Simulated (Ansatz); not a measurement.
# CH5AlF2Se: the cost of one run

Program: Ansatz 0.2.0. Level of theory: RKS PBE0-D4/def2-SVP. These are calculated values, not measurements.

### 1 The structure to begin with

Bond lengths: Al1–C2 2.292 Å, Al1–F3 1.640 Å, Al1–F4 1.637 Å, Al1–Se6 2.812 Å, C2–H7 1.084 Å, C2–H8 1.087 Å, C2–H9 1.098 Å, Se6–H10 1.440 Å. Angles: Al1–C2–H7 145.9°, Al1–C2–H8 100.3°, Al1–C2–H9 75.9°, H7–C2–H8 109.7°, H7–C2–H9 107.3°, H8–C2–H9 110.3°, C2–Al1–F3 102.9°, C2–Al1–F4 111.2°, C2–Al1–Se6 82.5°, F3–Al1–F4 123.9°, F3–Al1–Se6 112.4°, F4–Al1–Se6 115.0°, Al1–Se6–H10 90.0°.

Coordinates:

```xyz
10

Al   -1.0318   -0.0585   -0.6967
C     1.1481    0.4483   -0.2018
F    -0.9103   -1.5175   -1.4348
F    -1.8059    1.2303   -1.3440
H     0.1190    0.1889    0.7008
Se   -1.2296   -0.2851    2.0989
H     1.8143    1.0274    0.4273
H     1.6339   -0.4804   -0.4914
H     0.9277    1.0553   -1.0899
H    -0.6654   -1.6086    2.0316
```

### 2 A restrained relaxation towards end A

Springs on the bonds that form and break draw the guess towards this end; the thresholds are loose.

input.yaml reads:

```yaml
crystal:
  periodic: [false, false, false]
  atoms:
    - { symbol: Al, position_ang: [-1.0318, -0.0585, -0.6967] }
    - { symbol: C, position_ang: [1.1481, 0.4483, -0.2018] }
    - { symbol: F, position_ang: [-0.9103, -1.5175, -1.4348] }
    - { symbol: F, position_ang: [-1.8059, 1.2303, -1.344] }
    - { symbol: H, position_ang: [0.119, 0.1889, 0.7008] }
    - { symbol: Se, position_ang: [-1.2296, -0.2851, 2.0989] }
    - { symbol: H, position_ang: [1.8143, 1.0274, 0.4273] }
    - { symbol: H, position_ang: [1.6339, -0.4804, -0.4914] }
    - { symbol: H, position_ang: [0.9277, 1.0553, -1.0899] }
    - { symbol: H, position_ang: [-0.6654, -1.6086, 2.0316] }
basis:
  gaussian: { orbitals: def2-SVP }
hamiltonian:
  xc: pbe0
  dispersion: d4
relax:
  f_tol: 0.15
  max_steps: 25
  restrain:
    - { distance: [0, 5], at: 3.71, k: 30.0 }
    - { distance: [4, 1], at: 2.37, k: 30.0 }
    - { distance: [0, 1], at: 1.97, k: 30.0 }
    - { distance: [4, 5], at: 1.51, k: 30.0 }
```

The run is started by

```bash
$ ansatz run input.yaml --threads 2 --pin off --max-ram 3072MiB --backend cpu --events-out ev --progress --plain --runs-dir out
```

What time and memory should one allow on 2 threads of Arm Neoverse V1, shared host?

About 51 s, with a peak of 0.3 GiB.
